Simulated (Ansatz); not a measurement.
# In3GaAs4: the band gap up the ladder of functionals

An exercise on one series of results from a longer session: the logs are not shown, and one member is left open.

Program: Ansatz 0.2.0. PAW datasets, plane waves. The cell comes from a prototype generator: it can be a known phase or a hypothetical one. Spin polarisation is off.

## The structure to begin with

The cell was relaxed beforehand with r2SCAN.

Space group P-43m (No. 215), cubic; conventional cell a = 5.998 Å, 26.98 Å³ an atom. Near Ga stand 4 As at 2.49 Å; near As stand 1 Ga at 2.49 Å and 3 In at 2.64 Å; near In stand 4 As at 2.64 Å.

Coordinates:

```cif
data_structure
_symmetry_space_group_name_H-M 'P-43m'
_symmetry_Int_Tables_number 215
_cell_length_a 5.9982
_cell_length_b 5.9982
_cell_length_c 5.9982
_cell_angle_alpha 90.000
_cell_angle_beta 90.000
_cell_angle_gamma 90.000
_cell_volume 215.81
loop_
_atom_site_label
_atom_site_type_symbol
_atom_site_symmetry_multiplicity
_atom_site_Wyckoff_symbol
_atom_site_fract_x
_atom_site_fract_y
_atom_site_fract_z
_atom_site_occupancy
Ga1 Ga 1 a 0.00000 0.00000 0.00000 1
As1 As 4 e 0.23960 0.23960 0.23960 1
In1 In 3 c 0.50000 0.50000 0.00000 1
```

The first run:

The input, input.yaml:

```yaml
crystal:
  lattice:
    - [5.998233251, 0.0, 0.0]
    - [0.0, 5.998233251, 0.0]
    - [0.0, 0.0, 5.998233251]
  atoms:
    - { symbol: Ga, position: [0.0, 0.0, 0.0] }
    - { symbol: As, position: [0.2396018501, 0.2396018501, 0.2396018501] }
    - { symbol: In, position: [0.5, 0.5, 0.0] }
    - { symbol: As, position: [0.7603981499, 0.7603981499, 0.2396018501] }
    - { symbol: In, position: [0.5, 0.0, 0.5] }
    - { symbol: As, position: [0.7603981499, 0.2396018501, 0.7603981499] }
    - { symbol: In, position: [0.0, 0.5, 0.5] }
    - { symbol: As, position: [0.2396018501, 0.7603981499, 0.7603981499] }
kpoints:
  mp_grid: { grid: [4, 4, 4] }
  band_path:
    path:
      - [[0.0, 0.0, 0.0], [4.201700294916e-50, 0.5, -8.762886647812e-35], [0.5, 0.5, 4.582120117367e-34], [0.0, 0.0, 0.0], [0.5, 0.5, 0.5], [4.201700294916e-50, 0.5, -8.762886647812e-35]]
      - [[0.5, 0.5, 0.5], [0.5, 0.5, 4.582120117367e-34]]
    npoints: 10
hamiltonian:
  xc: pbe
scf:
  occupations: { method: fermi_dirac, width: 0.02 }
  n_extra_bands: 6
output:
  forces: true
  stress: true
  eigenvalues: true
```

Started as:

```sh
ansatz run input.yaml --threads 4 --pin off --max-ram 6451MiB --backend cpu --events-out ev --progress --plain --runs-dir out
```

Among the steps run: PBE bands along the symmetry lines; r2SCAN; HSE06 at the same geometry; PBE+SOC.

One table of the session follows, with a row left open; its other results are not shown here.

```
  level  gap (eV)
    PBE      0.00
 r2SCAN         ?
  HSE06      0.51
PBE+SOC      0.00
```

**Question.** Estimate the row for r2SCAN.

The run gave: gap (eV): 0.21. In the column «gap (eV)» it lies between PBE+SOC (0.00) and HSE06 (0.51).

What this shows: PBE finds no gap, while r2SCAN, HSE06 open one of up to 0.51 eV: the level of theory decides whether this is called a metal.

Limits of these values: Warnings in the runs' records: stress exchange threshold loose, stress scf threshold loose.
